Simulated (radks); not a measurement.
# O⁻ held by a Watson sphere

An exercise on one series of results from a longer session: the logs are not shown, and one member is left open.

Program: radks (a radial shooting solver on a logarithmic mesh, Libxc functionals) version 1. Level of theory: non-relativistic Kohn-Sham, r2SCAN, spin-unpolarised, spherical densities, point nucleus. These are calculated values, not measurements, unless marked.

### Starting point

```
element       : oxygen (Z = 8)
charge        : -1
electrons     : 9
configuration : [He] 2s2 2p5
```

Outer shells as boxes (Hund's rule):

O⁻
```
[He] core
2s [↑↓]
2p [↑↓][↑↓][↑ ]
```

Set-up of the first run:

Input:

```text
Z 8
configuration [He] 2s2 2p5
relativity non-relativistic
functional r2scan,r2scan
spin unpolarised
nucleus point
watson charge 1 radius 2.71 bohr
```

Among the steps run: R = 2.71 bohr; R = 2.93 bohr; R = 3.26 bohr; R = 3.69 bohr; R = 3.79 bohr; R = 3.92 bohr.

One of the session's tables, all rows but one given; the rest of the session is left out.

| R (bohr) | highest level (eV) | its <r> (bohr) | sum of <r²> (bohr²) |
| --- | --- | --- | --- |
| 2.71 | -6.640 | 1.440 | 17.78 |
| 2.93 | -6.211 | 1.454 | 18.18 |
| 3.26 | -5.630 | 1.472 | 18.70 |
| 3.69 | -4.974 | 1.491 | 19.28 |
| 3.79 | ? | ? | ? |
| 3.92 | -4.664 | 1.499 | 19.55 |

**Question.** Estimate the row for R (bohr) = 3.79.

Worked estimate for «highest level (eV)». A straight line through the neighbours (3.69, -4.974) and (3.92, -4.664) gives -4.974 + (-4.664 + 4.974) × (3.79 − 3.69) / (3.92 − 3.69) = -4.839; a parabola fitted to 3 rows on both sides gives -4.836.

The run gave: highest level (eV): -4.836; its <r> (bohr): 1.494; sum of <r²> (bohr²): 19.40. In «highest level (eV)» the line misses by -0.003 and the parabola by 0.000.

From R = 2.71 to 3.92 bohr the top level moves from -6.640 to -4.664 eV and its mean radius from 1.44 to 1.50 bohr. A wider sphere makes a shallower well, so the ion swells.
